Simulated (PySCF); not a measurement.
# CH₅ISi: NMR shieldings

What do calculations give for the NMR shieldings of CH₅ISi (`C[SiH2]I`)?

Programs: PySCF 2.14.0, with routines of our own; each step states its level. All values are computed. Atoms count from 0.

### Step 1. The system as given

8 atoms, charge 0, multiplicity 1; geometry from: GFN2-xTB.

### Step 2. Geometry optimisation at PBE0-D3(BJ)/def2-SVP

Job settings and geometry (Å):

```
{"job": {"xc": "PBE0", "basis": "def2-SVP", "d3": "d3bj", "grid": 1, "maxiter": 30, "shake": 0.01, "kind": "geom"}, "charge": 0, "multiplicity": 1}
C     -1.010010     0.098820    -0.046430
Si     0.786250    -0.368320    -0.001740
I      2.085730     1.701880     0.329160
H     -1.303730     0.604040     0.873370
H     -1.231060     0.816410    -0.870170
H     -1.666890    -0.740930    -0.205260
H      1.269790    -0.918770    -1.261810
H      1.125050    -1.212270     1.130410
```

On the command line:

```sh
OMP_NUM_THREADS=1 python heavy_run.py task.json out
```

One launch serves the whole session: the jobs run in the order shown.

What it wrote:

```text
step   0  E = -628.07258549  max force = 0.018225
step   1  E = -628.07477887  max force = 0.002050
step   2  E = -628.07485653  max force = 0.001103
step   3  E = -628.07487147  max force = 0.000399
optimisation converged
```

Wall time 12 s (1 thread of Intel Xeon Platinum 8375C at 2.90GHz, shared host); peak memory 0.37 GiB.

Relaxation path:

| step | energy from step 0 (eV) | largest force component (eV/Å) |
| --- | --- | --- |
| 0 | 0.0000 | 0.9372 |
| 1 | -0.0597 | 0.1054 |
| 2 | -0.0618 | 0.0567 |
| 3 | -0.0622 | 0.0205 |

Close pairs (by a distance rule), those that changed most:

| bond | before (Å) | after (Å) | change (Å) |
| --- | --- | --- | --- |
| Si1–H7 | 1.452 | 1.491 | +0.039 |
| Si1–H6 | 1.458 | 1.491 | +0.034 |
| C0–H5 | 1.078 | 1.102 | +0.024 |
| C0–H4 | 1.115 | 1.100 | -0.014 |
| C0–Si1 | 1.857 | 1.869 | +0.013 |
| C0–H3 | 1.090 | 1.100 | +0.010 |
| Si1–I2 | 2.467 | 2.461 | -0.005 |

The final coordinates are the input of the step that follows.

| at the end point | value |
| --- | --- |
| point group (found at 0.08 Å tolerance) | Cs |
| rotational constants (GHz, main isotopes) | 14.535, 1.870, 1.708 |
| dipole moment (D) | 2.05 |

### Step 3. NMR shieldings: PBE0/pcSseg-1 I:us-x2c-TZVPall-2c, spin–orbit

Job settings and geometry (Å):

```
{"job": {"kind": "hnmr", "xc": "PBE0", "basis": {"default": "pcSseg-1", "I": "us-x2c-TZVPall-2c"}, "rel": "so"}, "charge": 0, "multiplicity": 1}
C     -0.705690     0.270885     0.162869
Si     1.116910    -0.141107     0.218156
I      2.419437     1.926801     0.511108
H     -1.020342     0.765693     1.093671
H     -0.924603     0.944156    -0.679568
H     -1.294643    -0.652007     0.038791
H      1.580499    -0.773568    -1.050159
H      1.446901    -1.033541     1.366639
```

With the program's defaults for keys left out, this is: PBE0/pcSseg-1 I:us-x2c-TZVPall-2c GIAO NMR shielding, X2C with spin-orbit coupling, screened-nuclear two-electron part, Gaussian nuclei, gas phase.

What it wrote:

```text
spin-free SCF
coarse grid: 31984 points
cycle   1  E = -7446.2792158980  dE = -3.255e-01  |g| = 3.529e-01  |ddm| = 9.245e+00
cycle   2  E = -7446.2732296441  dE =  5.986e-03  |g| = 3.604e-01  |ddm| = 6.692e-01
cycle   3  E = -7446.3044886848  dE = -3.126e-02  |g| = 5.166e-02  |ddm| = 3.681e-01
cycle   4  E = -7446.3048336793  dE = -3.450e-04  |g| = 2.206e-02  |ddm| = 4.666e-02
cycle   5  E = -7446.3048925307  dE = -5.885e-05  |g| = 3.874e-03  |ddm| = 1.594e-02
cycle   6  E = -7446.3048951813  dE = -2.651e-06  |g| = 1.207e-03  |ddm| = 5.426e-03
final grid: 64040 points
cycle   7  E = -7446.3030602490  dE = -6.334e-07  |g| = 2.019e-03  |ddm| = 3.324e-03
cycle   8  E = -7446.3030597869  dE =  4.621e-07  |g| = 2.274e-03  |ddm| = 3.784e-03
cycle   9  E = -7446.3030608095  dE = -1.023e-06  |g| = 2.869e-04  |ddm| = 2.350e-03
cycle  10  E = -7446.3030608211  dE = -1.168e-08  |g| = 1.152e-04  |ddm| = 2.297e-04
cycle  11  E = -7446.3030608226  dE = -1.473e-09  |g| = 8.808e-06  |ddm| = 7.997e-05
converged SCF energy = -7446.3030608226
two-component SCF
cycle   1  E = -7445.3698770149  dE = -7.445e+03  |FDS-SDF| = 5.761e+01
cycle   2  E = -7447.5241237709  dE = -2.154e+00  |FDS-SDF| = 3.943e-01
cycle   3  E = -7447.5248335586  dE = -7.098e-04  |FDS-SDF| = 1.204e-02
cycle   4  E = -7447.5248601937  dE = -2.664e-05  |FDS-SDF| = 5.503e-03
cycle   5  E = -7447.5248637160  dE = -3.522e-06  |FDS-SDF| = 1.556e-03
cycle   6  E = -7447.5248647349  dE = -1.019e-06  |FDS-SDF| = 5.555e-04
cycle   7  E = -7447.5248648756  dE = -1.407e-07  |FDS-SDF| = 2.393e-04
cycle   8  E = -7447.5248648904  dE = -1.474e-08  |FDS-SDF| = 4.470e-05
converged, E = -7447.5248648904

Field gradients (au) and densities at the nuclei (bohr^-3)
atom        Vxx        Vyy        Vzz        centre      nuclear mean
  0 C      0.0060     0.0253    -0.0314        114.452        114.452
  1 Si    -0.3393    -0.4261     0.7654       1576.223       1576.203
  2 I     -3.8439    -4.0074     7.8512     227676.592     225620.164
  3 H     -0.1478    -0.1490     0.2968          0.370          0.370
  4 H     -0.1475    -0.1487     0.2962          0.369          0.369
  5 H     -0.1476    -0.1476     0.2952          0.370          0.370
  6 H     -0.0692    -0.0705     0.1397          0.357          0.357
  7 H     -0.0691    -0.0704     0.1395          0.357          0.357
without picture change
  2 I                            8.5379                    483790.829

Core orbital energies (eV)
atom   shell        mean    spread
  1 Si 1s        -1808.169   0.000
  1 Si 2s         -146.564   0.000
  1 Si 3s          -17.572   0.000
  1 Si 2p1/2      -101.067   0.000
  1 Si 2p3/2      -100.421   0.061
  2 I  1s       -33018.023   0.000
  2 I  2s        -5125.754   0.000
  2 I  3s        -1044.836   0.000
  2 I  4s         -187.317   0.000
  2 I  5s          -19.123   0.000
  2 I  2p1/2     -4805.614   0.000
  2 I  2p3/2     -4507.496   0.022
  2 I  3p1/2      -912.340   0.000
  2 I  3p3/2      -855.678   0.058
  2 I  4p1/2      -140.541   0.000
  2 I  4p3/2      -129.460   0.134
  2 I  3d3/2      -622.856   0.059
  2 I  3d5/2      -611.136   0.076
  2 I  4d3/2       -53.723   0.175
  2 I  4d5/2       -51.983   0.233

Shielding tensors (ppm)
atom      isotropic    diamagn.    paramagn.     s11        s22        s33       span
  0 C       185.92      254.16      -68.24     178.36     182.07     197.34      18.98
  1 Si      390.46      862.73     -472.27     349.91     386.78     434.71      84.79
  2 I      6035.02     5096.09      938.94    5773.27    6037.24    6294.56     521.28
  3 H        30.36       29.65        0.71      25.27      29.40      36.41      11.14
  4 H        30.36       30.03        0.33      25.30      29.34      36.43      11.13
  5 H        30.05       30.13       -0.08      24.45      26.41      39.30      14.85
  6 H        26.70       27.15       -0.45      22.20      25.31      32.59      10.39
  7 H        26.70       27.01       -0.32      22.20      25.30      32.59      10.39
```

It took 51 s on 1 thread of Intel Xeon Platinum 8375C at 2.90GHz, shared host; peak memory 1 GiB.

In short:

| quantity | value |
| --- | --- |
| energy from spin-orbit coupling | -1.2218 Eh |

### Step 4. NMR shieldings: PBE0/pcSseg-1 I:us-x2c-TZVPall-2c, spin-free

The job, as its differences from that of step 3:

```diff
@@ -1,2 +1,2 @@
-{"job": {"kind": "hnmr", "xc": "PBE0", "basis": {"default": "pcSseg-1", "I": "us-x2c-TZVPall-2c"}, "rel": "so"}, "charge": 0, "multiplicity": 1}
+{"job": {"kind": "hnmr", "xc": "PBE0", "basis": {"default": "pcSseg-1", "I": "us-x2c-TZVPall-2c"}, "rel": "sf"}, "charge": 0, "multiplicity": 1}
 C     -0.705690     0.270885     0.162869
```

Level: PBE0/pcSseg-1 I:us-x2c-TZVPall-2c GIAO NMR shielding, spin-free X2C, Gaussian nuclei, gas phase.

What it wrote:

```text
spin-free SCF
coarse grid: 31984 points
cycle   1  E = -7446.2792158980  dE = -3.255e-01  |g| = 3.529e-01  |ddm| = 9.245e+00
cycle   2  E = -7446.2732296441  dE =  5.986e-03  |g| = 3.604e-01  |ddm| = 6.692e-01
cycle   3  E = -7446.3044886848  dE = -3.126e-02  |g| = 5.166e-02  |ddm| = 3.681e-01
cycle   4  E = -7446.3048336793  dE = -3.450e-04  |g| = 2.206e-02  |ddm| = 4.666e-02
cycle   5  E = -7446.3048925307  dE = -5.885e-05  |g| = 3.874e-03  |ddm| = 1.594e-02
cycle   6  E = -7446.3048951813  dE = -2.651e-06  |g| = 1.207e-03  |ddm| = 5.426e-03
final grid: 64040 points
cycle   7  E = -7446.3030602490  dE = -6.334e-07  |g| = 2.019e-03  |ddm| = 3.324e-03
cycle   8  E = -7446.3030597869  dE =  4.621e-07  |g| = 2.274e-03  |ddm| = 3.784e-03
cycle   9  E = -7446.3030608095  dE = -1.023e-06  |g| = 2.869e-04  |ddm| = 2.350e-03
cycle  10  E = -7446.3030608211  dE = -1.168e-08  |g| = 1.152e-04  |ddm| = 2.297e-04
cycle  11  E = -7446.3030608226  dE = -1.473e-09  |g| = 8.808e-06  |ddm| = 7.997e-05
converged SCF energy = -7446.3030608226
check of the scalar solution
cycle   1  E = -7446.3030608226  dE = -7.446e+03  |FDS-SDF| = 6.469e+00
cycle   2  E = -7446.3049314803  dE = -1.871e-03  |FDS-SDF| = 4.867e-03
cycle   3  E = -7446.3049314818  dE = -1.565e-09  |FDS-SDF| = 1.176e-04
cycle   4  E = -7446.3049314819  dE = -1.028e-10  |FDS-SDF| = 7.182e-05
converged, E = -7446.3049314819

Field gradients (au) and densities at the nuclei (bohr^-3)
atom        Vxx        Vyy        Vzz        centre      nuclear mean
  0 C      0.0057     0.0253    -0.0310        114.452        114.452
  1 Si    -0.3434    -0.4302     0.7736       1576.224       1576.205
  2 I     -3.8549    -4.0185     7.8734     227509.873     225453.443
  3 H     -0.1478    -0.1490     0.2967          0.370          0.370
  4 H     -0.1475    -0.1487     0.2962          0.369          0.369
  5 H     -0.1475    -0.1476     0.2952          0.370          0.370
  6 H     -0.0692    -0.0705     0.1397          0.357          0.357
  7 H     -0.0691    -0.0704     0.1395          0.357          0.357
without picture change
  2 I                            8.5984                    483811.707

Core orbital energies (eV)
atom   shell        mean    spread
  1 Si 1s        -1808.188   0.000
  1 Si 2s         -146.582   0.000
  1 Si 3s          -17.578   0.000
  1 Si 2p         -100.653   0.102
  2 I  1s       -33020.137   0.000
  2 I  2s        -5126.183   0.000
  2 I  3s        -1044.947   0.000
  2 I  4s         -187.348   0.000
  2 I  5s          -19.128   0.000
  2 I  2p        -4602.841   0.033
  2 I  3p         -873.859   0.088
  2 I  4p         -133.019   0.203
  2 I  3d         -615.871   0.085
  2 I  4d          -52.692   0.264

Shielding tensors (ppm)
atom      isotropic    diamagn.    paramagn.     s11        s22        s33       span
  0 C       182.16      253.86      -71.70     172.17     178.23     196.08      23.92
  1 Si      362.54      872.98     -510.44     302.41     375.22     409.99     107.58
  2 I      4878.62     5560.80     -682.17    4480.79    4793.58    5361.51     880.72
  3 H        30.50       29.64        0.86      25.69      29.44      36.37      10.68
  4 H        30.49       30.03        0.46      25.70      29.38      36.39      10.69
  5 H        30.73       30.11        0.63      25.78      26.90      39.52      13.74
  6 H        26.01       27.14       -1.13      20.92      24.37      32.73      11.82
  7 H        26.01       26.99       -0.99      20.91      24.37      32.73      11.82
```

It took 20 s on 1 thread of Intel Xeon Platinum 8375C at 2.90GHz, shared host; peak memory 0.92 GiB.

### Step 5. Shieldings side by side

| run | I2 | Si1 | C0 | H6 | H7 | H5 | H3 | time |
| --- | --- | --- | --- | --- | --- | --- | --- | --- |
| step 3, PBE0/pcSseg-1 I:us-x2c-TZVPall-2c, spin–orbit | 6035.0 | 390.5 | 185.9 | 26.7 | 26.7 | 30.1 | 30.4 | 51 s |
| step 4, PBE0/pcSseg-1 I:us-x2c-TZVPall-2c, spin-free | 4878.6 | 362.5 | 182.2 | 26.0 | 26.0 | 30.7 | 30.5 | 20 s |

### Step 6. What came out

```
                                                                               quantity                               value
                                                                            point group                                  Cs
                                                   rotational constants (main isotopes)               14.53, 1.87, 1.71 GHz
energy from spin-orbit coupling (step 3, PBE0/pcSseg-1 I:us-x2c-TZVPall-2c, spin–orbit)                          -1.2218 Eh
                     shieldings (step 3, PBE0/pcSseg-1 I:us-x2c-TZVPall-2c, spin–orbit)  C0 185.9, Si1 390.5, I2 6035.0 ppm
                      shieldings (step 4, PBE0/pcSseg-1 I:us-x2c-TZVPall-2c, spin-free)  C0 182.2, Si1 362.5, I2 4878.6 ppm
```

**Reading.** Over 3 steps the energy fell by 0.062 eV; of the close pairs, Si1–H7 changed most, 1.452 to 1.491 Å. A contracted two-component basis is stiff near heavy nuclei, so the absolute shieldings of the heavy atoms from it are rough. In step 3, I2 has the widest tensor, 521 ppm. I2 moves most between the runs, by 1156 ppm; the labels say what changes from run to run.
